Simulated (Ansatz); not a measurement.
# Zr2+ (doublet): from Hartree-Fock to the top rungs, def2-SVP

An exercise on one series of results from a longer session: the logs are not shown, and one member is left open.

Program: Ansatz 0.2.0, Gaussian basis. Level of theory: def2-SVP, core rule «outside noble gas», up to 8 orbitals frozen. These are calculated values, not measurements.

Plan: UHF; CCSD(T) on ROHF; CCSD(T) on UHF; CISD as a restricted active space (open shells left free, so some higher excitations enter); CCSDT(Q) on ROHF; CCSDT(Q) on UHF; CASSCF and MRCISD+Q, 7 electrons in 9 orbitals; CASSCF and NEVPT2, 7 electrons in 9 orbitals.

15 further runs of the same task are left out: 4 that didn't finish, 11 set aside as unsound or not needed. Runs told in other sessions of the task aren't counted.

### What is computed

The geometry is a PBE0/def2-TZVP stationary point (not a proven minimum) of the parent state, kept for this charge and spin. No spin-orbit coupling is included. Elements past krypton take def2 core potentials.

2 atoms, charge 1, spin multiplicity 2.

Atoms are counted from 1 here; the program's logs count them from 0.

Bond lengths: Zr1–Zr2 2.228 Å.

Set-up of the first run:

File in.yaml:

```yaml
crystal:
  periodic: [false, false, false]
  atoms:
    - {symbol: Zr, position_ang: [0.000000, 0.000000, 0.000000]}
    - {symbol: Zr, position_ang: [0.000000, 0.000000, 2.228000]}
basis:
  gaussian: {orbitals: def2-SVP}
total_charge: 1
magnetization: {spin_polarized: true, initial_magnetization: 1}
hamiltonian: {xc: hf}
output: {orbitals: {seedname: orbitals}}
```

Started as:

```
$ ansatz run in.yaml --threads 1 --pin off --events-out ev --progress --plain --max-ram 2393MiB
```

Steps of the session up to this table: UHF; CCSD(T) on ROHF; CCSD(T) on UHF; CISD as a restricted active space (open shells left free, so some higher excitations enter); CCSDT(Q) on ROHF; CCSDT(Q) on UHF; CASSCF and MRCISD+Q, 7 electrons in 9 orbitals; CASSCF and NEVPT2, 7 electrons in 9 orbitals.

One table of the session follows, with a row left open; its other results are not shown here.

```
           method  from RCCSDT(Q) (kcal/mol)
             ROHF                          ?
              UHF                    +125.49
             RMP2                      -0.89
             UMP2                      -1.52
            RCCSD                     +13.02
            UCCSD                     +12.07
         RCCSD(T)                      +2.35
         UCCSD(T)                      +1.46
           RCCSDT                      +2.22
           UCCSDT                      +1.33
        RCCSDT(Q)                          0
        UCCSDT(Q)                      -0.95
  CASSCF frontier                     +51.44
  NEVPT2 frontier                     +17.14
  MRCISD frontier                      +4.31
MRCISD+Q frontier                      +0.29
```

Estimate the missing values for ROHF.

The run gave: from RCCSDT(Q) (kcal/mol): +128.72. In the column «from RCCSDT(Q) (kcal/mol)» it is the highest.

Not comparable, so not listed: CISD as a restricted active space (open shells left free, so some higher excitations enter) (they don't share determinant, frozen orbitals or solution with the rows shown, or repeat one).

Limits of these values: Warnings: spin contamination; coupled cluster took another determinant than the lowest; large T1 diagnostic. Restricted and unrestricted rows rest on different reference determinants; a gap between their highest levels can come from leftover correlation error, from unlike frozen cores or from another state.
